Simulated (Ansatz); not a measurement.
**C₄H₁₀Si: a ladder of functionals and wavefunction methods**

Aim: compute C₄H₁₀Si with functionals from several rungs and with coupled cluster, and see how far each lands from CCSD(T) at the basis-set limit for the atomisation energy.

Program: Ansatz 0.2.0, Gaussian basis. Level of theory: functionals in def2-TZVPP, the program's frozen cores in correlated methods. These are calculated values, not measurements.

The runs, in order: PBE-D4, r2SCAN-D4, PBE0-D4, B3LYP-D4, ωB97X-V, ωB97M-V, B2PLYP; CCSD(T)/def2-TZVPP; MP2/def2-QZVPP; extrapolation to the limit.

## (1) The relaxed structure

An earlier PBE0-D4 in a triple-zeta def2 set relaxation fixed the geometry.

SMILES `C/C=C\C[SiH3]`, 15 atoms, charge 0, spin multiplicity 1.

Atoms are counted from 1 here; the program's logs count them from 0.

Bond lengths: C1–C2 1.490 Å, C1–H6 1.095 Å, C1–H7 1.090 Å, C1–H8 1.095 Å, C2–C3 1.332 Å, C2–H9 1.087 Å, C3–C4 1.492 Å, C3–H10 1.087 Å, C4–Si5 1.885 Å, C4–H11 1.093 Å, C4–H12 1.094 Å, Si5–H13 1.487 Å, Si5–H14 1.490 Å, Si5–H15 1.487 Å. Angles: C2–C1–H6 110.7°, C2–C1–H7 112.8°, C2–C1–H8 110.9°, H6–C1–H7 107.6°, H6–C1–H8 106.6°, H7–C1–H8 108.0°, C1–C2–C3 127.0°, C1–C2–H9 115.7°, C3–C2–H9 117.3°, C2–C3–C4 127.1°, C2–C3–H10 117.5°, C4–C3–H10 115.3°, C3–C4–Si5 110.4°, C3–C4–H11 112.3°, C3–C4–H12 110.6°, Si5–C4–H11 108.2°, Si5–C4–H12 108.2°, H11–C4–H12 107.0° and more.

Geometry (Å):

```csv
atom,x (Å),y (Å),z (Å)
C1,-1.13607,-0.21497,1.75831
C2,0.33076,-0.06203,1.54370
C3,1.00199,-0.28283,0.41497
C4,0.43817,-0.70587,-0.90046
Si5,0.14261,0.79439,-2.00253
H6,-1.58809,0.74094,2.04197
H7,-1.65772,-0.57519,0.87105
H8,-1.34051,-0.91194,2.57731
H9,0.90246,0.26680,2.40799
H10,2.07438,-0.10367,0.42548
H11,-0.50864,-1.24151,-0.79284
H12,1.12907,-1.37858,-1.41777
H13,1.40036,1.57488,-2.14905
H14,-0.31813,0.37940,-3.35714
H15,-0.89265,1.66927,-1.39169
```

## (2) PBE-D4 (GGA)

Contents of in.yaml:

```yaml
crystal:
  periodic: [false, false, false]
  atoms:
    - {symbol: C, position_ang: [-1.136074, -0.214967, 1.758307]}
    - {symbol: C, position_ang: [0.330761, -0.062026, 1.543698]}
    - {symbol: C, position_ang: [1.001989, -0.282831, 0.414973]}
    - {symbol: C, position_ang: [0.438171, -0.705873, -0.900460]}
    - {symbol: Si, position_ang: [0.142615, 0.794390, -2.002533]}
    - {symbol: H, position_ang: [-1.588094, 0.740935, 2.041968]}
    - {symbol: H, position_ang: [-1.657721, -0.575192, 0.871052]}
    - {symbol: H, position_ang: [-1.340505, -0.911937, 2.577310]}
    - {symbol: H, position_ang: [0.902461, 0.266803, 2.407992]}
    - {symbol: H, position_ang: [2.074385, -0.103667, 0.425477]}
    - {symbol: H, position_ang: [-0.508639, -1.241506, -0.792842]}
    - {symbol: H, position_ang: [1.129073, -1.378582, -1.417768]}
    - {symbol: H, position_ang: [1.400358, 1.574875, -2.149052]}
    - {symbol: H, position_ang: [-0.318131, 0.379404, -3.357137]}
    - {symbol: H, position_ang: [-0.892648, 1.669273, -1.391686]}
basis:
  gaussian: {orbitals: def2-TZVPP}
hamiltonian: {xc: pbe, dispersion: d4}
output: {forces: true, orbitals: {seedname: orbitals}}
```

Started as:

```
$ ansatz run in.yaml --threads 4 --pin off --events-out ev --progress --plain --max-ram 10444MiB
```

Further steps of the session: r2SCAN-D4 (meta-GGA); PBE0-D4 (hybrid); B3LYP-D4 (hybrid); ωB97X-V (range-separated); ωB97M-V (range-separated); B2PLYP (double hybrid); CCSD(T) in def2-TZVPP; MP2 in def2-QZVPP.

Before running them: what should the planned runs give, taken together? Wanted: atomisation energy, CCSD(T)/CBS; farthest; mean size of error, hybrid; mean size of error, range-separated; gap, smallest and largest; T1 diagnostic; triples share of the correlation energy.

**Answer**, as computed:

| quantity | value |
| --- | --- |
| atomisation energy, CCSD(T)/CBS | 5712.7 kJ/mol |
| functionals within 28.6 kJ/mol (0.5 %) | r2SCAN-D4, PBE0-D4, B3LYP-D4, ωB97X-V, ωB97M-V |
| farthest | PBE-D4 (+79.3 kJ/mol) |
| mean size of error, hybrid | 18.7 kJ/mol |
| mean size of error, range-separated | 13.7 kJ/mol |
| gap, smallest and largest | 5.12 eV (PBE-D4), 11.59 eV (ωB97X-V) |
| T1 diagnostic | 0.0105 |
| triples share of the correlation energy | 4.0 % |

PBE-D4 misses by +79.3 kJ/mol. Double hybrids carry the basis error of their MP2 part in triple zeta, and no dispersion term here, so their miss is partly the set-up's. The reference freezes the cores and leaves out relativity and excitations past (T), so misses under about 28.6 kJ/mol can't be ranked. Hartree-Fock recovers 76 % of the binding; the rest is correlation. Orbital gaps span 5.1 to 11.6 eV; exact exchange widens them.
